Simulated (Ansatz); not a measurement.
# AlBrH6N2: the cost of one run

Method: RKS PBE0-D4/def2-SVP, in Ansatz 0.2.0.

**1. The starting structure**

Bond lengths: Al1–Br2 2.812 Å, Al1–N3 1.766 Å, Al1–N4 1.765 Å, N3–H7 1.012 Å, N3–H8 1.010 Å, N4–H9 1.012 Å, N4–H10 1.009 Å. Angles: Br2–Al1–N3 107.0°, Br2–Al1–N4 106.6°, N3–Al1–N4 140.4°, Al1–N3–H7 122.9°, Al1–N3–H8 128.4°, H7–N3–H8 108.7°, Al1–N4–H9 122.0°, Al1–N4–H10 129.3°, H9–N4–H10 108.6°.

Coordinates:

```xyz
10

Al   -0.1350    0.0794    0.0058
Br    1.8703   -0.6797   -1.8129
N     0.1669    1.7658    0.4346
N    -1.4752   -1.0468   -0.2216
H     1.6048   -0.9731    0.1432
H     1.2261   -0.9629    1.0440
H     0.9241    2.3066    0.0371
H    -0.3588    2.3578    1.0619
H    -1.4276   -1.8105   -0.8842
H    -2.3955   -1.0366    0.1921
```

**2. Pulling towards end A**

Springs on the bonds that form and break draw the guess towards this end; the thresholds are loose.

The input, input.yaml:

```yaml
crystal:
  periodic: [false, false, false]
  atoms:
    - { symbol: Al, position_ang: [-0.135, 0.0794, 0.0058] }
    - { symbol: Br, position_ang: [1.8703, -0.6797, -1.8129] }
    - { symbol: "N", position_ang: [0.1669, 1.7658, 0.4346] }
    - { symbol: "N", position_ang: [-1.4752, -1.0468, -0.2216] }
    - { symbol: H, position_ang: [1.6048, -0.9731, 0.1432] }
    - { symbol: H, position_ang: [1.2261, -0.9629, 1.044] }
    - { symbol: H, position_ang: [0.9241, 2.3066, 0.0371] }
    - { symbol: H, position_ang: [-0.3588, 2.3578, 1.0619] }
    - { symbol: H, position_ang: [-1.4276, -1.8105, -0.8842] }
    - { symbol: H, position_ang: [-2.3955, -1.0366, 0.1921] }
basis:
  gaussian: { orbitals: def2-SVP }
hamiltonian:
  xc: pbe0
  dispersion: d4
relax:
  f_tol: 0.15
  max_steps: 25
  restrain:
    - { distance: [0, 5], at: 2.82, k: 30.0 }
    - { distance: [4, 1], at: 2.81, k: 30.0 }
    - { distance: [0, 1], at: 2.41, k: 30.0 }
    - { distance: [4, 5], at: 0.62, k: 30.0 }
```

The run is started by

```sh
$ ansatz run input.yaml --threads 2 --pin off --max-ram 3072MiB --backend cpu --events-out ev --progress --plain --runs-dir out
```

What time and memory should one allow on 2 threads of Intel Xeon 6975P-C (Granite Rapids), shared host?

About 16 s, with a peak of 0.27 GiB.
